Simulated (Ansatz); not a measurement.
# CH4AlFSi: a ladder of functionals and wavefunction methods

An exercise on one series of results from a longer session: the logs are not shown, and one member is left open.

Method: functionals in def2-TZVPP, the program's frozen cores in correlated methods; program: Ansatz 0.2.0, Gaussian basis.

Plan: LDA (SPW92), PBE-D4, revPBE-D4, BLYP-D4, r2SCAN-D4, B97M-V, PBE0-D4, B3LYP-D4, r2SCANh-D4, r2SCAN0-D4, HSE06-D4, BHLYP-D4, CAM-B3LYP-D4, LC-ωPBE, ωB97X-V, ωB97M-V, B2PLYP, PBE-QIDH; CCSD(T)/def2-SVP; CCSD(T)/def2-TZVPP; MP2/def2-QZVPP; extrapolation to the limit; RPA on PBE.

**Structure used throughout**

The geometry comes from an earlier relaxation with PBE0-D4 in a triple-zeta def2 set; it is a stationary point, not always the lowest conformer.

SMILES `F[SiH]1[CH2][AlH]1`, 8 atoms, charge 0, spin multiplicity 1.

Atoms are counted from 1 here; the program's logs count them from 0.

Bond lengths: F1–Si2 1.606 Å, Si2–C3 1.868 Å, Si2–Al4 2.321 Å, Si2–H5 1.487 Å, C3–Al4 1.972 Å, C3–H6 1.110 Å, C3–H7 1.088 Å, Al4–H8 1.583 Å. Angles: F1–Si2–C3 119.9°, F1–Si2–Al4 135.0°, F1–Si2–H5 106.8°, C3–Si2–Al4 54.9°, C3–Si2–H5 111.0°, Al4–Si2–H5 116.5°, Si2–C3–Al4 74.3°, Si2–C3–H6 109.6°, Si2–C3–H7 125.4°, Al4–C3–H6 92.6°, Al4–C3–H7 140.1°, H6–C3–H7 108.5°, Si2–Al4–C3 50.8°, Si2–Al4–H8 170.6°, C3–Al4–H8 138.3°.

Coordinates:

```xyz
8
charge 0, multiplicity 1
F    -2.04221    0.96028    1.03236
Si   -0.50207    0.52933    0.88085
C     0.23387    0.28699   -0.81921
Al    0.60322   -1.38156    0.16421
H     0.29656    1.50042    1.67408
H    -0.50977   -0.20676   -1.47893
H     0.75396    1.04942   -1.39630
H     1.25875   -2.79524   -0.11296
```

The first run:

Input file in.yaml:

```yaml
crystal:
  periodic: [false, false, false]
  atoms:
    - {symbol: F, position_ang: [-2.042212, 0.960281, 1.032356]}
    - {symbol: Si, position_ang: [-0.502072, 0.529335, 0.880853]}
    - {symbol: C, position_ang: [0.233868, 0.286993, -0.819212]}
    - {symbol: Al, position_ang: [0.603216, -1.381556, 0.164207]}
    - {symbol: H, position_ang: [0.296561, 1.500425, 1.674081]}
    - {symbol: H, position_ang: [-0.509773, -0.206764, -1.478929]}
    - {symbol: H, position_ang: [0.753963, 1.049424, -1.396298]}
    - {symbol: H, position_ang: [1.258751, -2.795238, -0.112957]}
basis:
  gaussian: {orbitals: def2-TZVPP}
hamiltonian: {xc: lda}
output: {orbitals: {seedname: orbitals}}
```

Command:

```bash
$ ansatz run in.yaml --threads 2 --pin off --events-out ev --progress --plain --max-ram 4352MiB
```

Among the steps run: LDA; PBE-D4 (GGA); revPBE-D4 (GGA); BLYP-D4 (GGA); r2SCAN-D4 (meta-GGA); B97M-V (meta-GGA); PBE0-D4 (hybrid); B3LYP-D4 (hybrid); r2SCANh-D4 (hybrid); r2SCAN0-D4 (hybrid); HSE06-D4 (hybrid); BHLYP-D4 (hybrid); CAM-B3LYP-D4 (range-separated); LC-ωPBE (range-separated); ωB97X-V (range-separated); ωB97M-V (range-separated); B2PLYP (double hybrid); PBE-QIDH (double hybrid).

One of the session's tables, all rows but one given; the rest of the session is left out.

```
  functional  HOMO (eV)  LUMO (eV)  gap (eV)
 LDA (SPW92)      -5.43      -2.99      2.44
      PBE-D4      -5.33      -2.77      2.56
   revPBE-D4      -5.28      -2.67      2.62
     BLYP-D4      -5.20      -2.61      2.59
   r2SCAN-D4      -5.52      -2.52      3.00
      B97M-V      -5.55      -2.65      2.90
     PBE0-D4      -6.33      -2.00      4.33
    B3LYP-D4      -6.16      -2.17      3.99
  r2SCANh-D4      -5.89      -2.25      3.63
  r2SCAN0-D4      -6.44      -1.86      4.58
    HSE06-D4          ?          ?         ?
    BHLYP-D4      -7.23      -1.17      6.07
CAM-B3LYP-D4      -7.55      -1.00      6.55
     LC-ωPBE      -8.78       0.05      8.82
     ωB97X-V      -8.49      -0.05      8.45
     ωB97M-V      -8.29      -0.30      7.99
```

Estimate the missing values for HSE06-D4.

The run gave: HOMO (eV): -5.94; LUMO (eV): -2.37; gap (eV): 3.57. In the column «HOMO (eV)» it lies between B3LYP-D4 (-6.16) and r2SCANh-D4 (-5.89).
